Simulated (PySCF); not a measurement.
# C4H6O2S (3-sulfolene): the cost of one run

The runs use PySCF 2.14.0, with density-fitted response routines of our own; the level of theory stands in each step. All values are computed, except where a source is named. Atoms are numbered from 0 throughout.

## Step 1: The starting structure

13 atoms, charge 0, multiplicity 1; geometry from: GFN2-xTB. The atoms were then displaced at random by about 0.01 Å, so the start is not that level's minimum.

Bonds of the start (Å): O0–S1 1.44, S1–O2 1.43, S1–C3 1.87, C3–C4 1.50, C4–C5 1.33, C5–C6 1.48, C6–S1 1.82, C3–H7 1.08, C3–H8 1.08, C4–H9 1.09, C5–H10 1.08, C6–H11 1.09, C6–H12 1.09.

## Step 2: Geometry optimisation at PBE0-D3(BJ)/def2-SVP

Job settings and geometry (Å):

```
{"job": {"xc": "PBE0", "basis": "def2-SVP", "d3": "d3bj", "grid": 1, "shake": 0.01, "kind": "geom"}, "charge": 0, "multiplicity": 1}
O     -0.079300    -1.441060     1.768960
S      0.136740    -1.248270     0.359760
O      0.468190    -2.413450    -0.408800
C      1.387460     0.112040     0.091690
C      0.454130     1.280150     0.033080
C     -0.832910     1.072020    -0.203770
C     -1.247420    -0.337840    -0.404490
H      1.861460    -0.104380    -0.854190
H      2.077900     0.154360     0.921260
H      0.849380     2.267200     0.255610
H     -1.572250     1.853740    -0.205760
H     -2.187340    -0.580270     0.093820
H     -1.310220    -0.631110    -1.457490
```

Command:

```console
> OMP_NUM_THREADS=1 python probes_run.py task.json out
```

This one command runs all jobs of the session in turn.

Q: Estimate the wall time and peak memory of this first job on 1 thread of Intel Xeon Platinum 8488C, shared host.

About 65 s, with a peak of 0.53 GiB.
